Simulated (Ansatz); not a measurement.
Born–Oppenheimer molecular dynamics of a periodic cell of 21 atoms, W$_{8}$C$_{9}$F$_{4}$ (surface WC(001), adsorbate CF4, incident energy 20 eV, 0° from the normal). It starts from an unrelaxed structure (largest force component 6.17 eV/Å).

Theory: DFT PBE-D3(BJ), scalar-relativistic, plane waves, PAW (Ansatz 0.2.0). Settings: accuracy low, PAW set soft_1, cutoff 420 eV, k mesh 3x3x1, fermi-dirac smearing 0.05 eV, no spin polarisation.

* ensemble: NVE (velocity Verlet)
* time step: 1 fs
* steps asked: 500
* starting velocities: zero, but for any typed in the input
* atoms held: 1, 5, 9, 13
* seed: 997286

First frame:

```xyz
21
Lattice="5.6896 0.0000 0.0000 -2.8448 4.9274 0.0000 0.0000 0.0000 19.1911" Properties=species:S:1:pos:R:3
W 0.000 0.000 1.000
C 1.422 0.821 2.397
W 0.000 0.000 3.794
C 1.422 0.821 5.191
W -1.422 2.464 1.000
C 0.000 3.285 2.397
W -1.422 2.464 3.794
C 0.000 3.285 5.191
W 2.845 0.000 1.000
C 4.267 0.821 2.397
W 2.845 0.000 3.794
C 4.267 0.821 5.191
W 1.422 2.464 1.000
C 2.845 3.285 2.397
W 1.422 2.464 3.794
C 2.845 3.285 5.191
C 1.422 4.182 9.913
F 0.168 4.176 9.470
F 2.054 3.100 9.470
F 2.044 5.270 9.470
F 1.422 4.182 11.243
```

**Question.** What does the run give?

**Answer.** The run went to its last step.

```
steps done                                               : 500
time covered                                             : 500 fs
mean temperature over the second half                    : 6304 K
spread of the potential energy over the second half      : 74.2 meV per atom
mean potential energy of the second half above the start : 292.4 meV per atom
```

The conserved energy stayed within 1.7 meV per atom of its start (net change -0.48 meV per atom), so there is no drift, though single steps change it by up to 23 meV in the whole system, a sign of fast motions only just resolved. A run of 0.5 ps of so small a system gives no equilibrium averages. Limits of this set-up: coarse k mesh, slab without dipole correction, low accuracy level.

**Question.** What happens to the structure?

**Answer.** Mean squared displacements from the first frame to the last: W 0.14 Å², C 9.87 Å², F 73.25 Å². This is one draw of velocities; another would differ in detail.

**Question.** How do temperature and energy run in time?

**Answer.** 
```
time (fs)  T (K)  potential energy less start (eV)  conserved less start (meV/atom)
      0.0   9102                             0.000                             0.00
     41.0   8116                             2.158                            -0.35
     82.0   4207                            10.747                            -0.37
    123.0   6148                             6.480                            -0.47
    164.0   7511                             3.489                            -0.26
    205.0   7464                             3.584                            -0.67
    246.0   5533                             7.835                            -0.37
    287.0   5694                             7.491                             0.19
    328.0   6928                             4.766                            -0.46
    369.0   5659                             7.557                            -0.36
    410.0   5747                             7.361                            -0.47
    451.0   6665                             5.349                            -0.27
    492.0   6529                             5.646                            -0.37
```

Time of the run: 22 min on 4 threads of AMD EPYC 9R45 96-Core Processor (Zen 5), with other jobs on the host, peak memory 1.7 GiB.
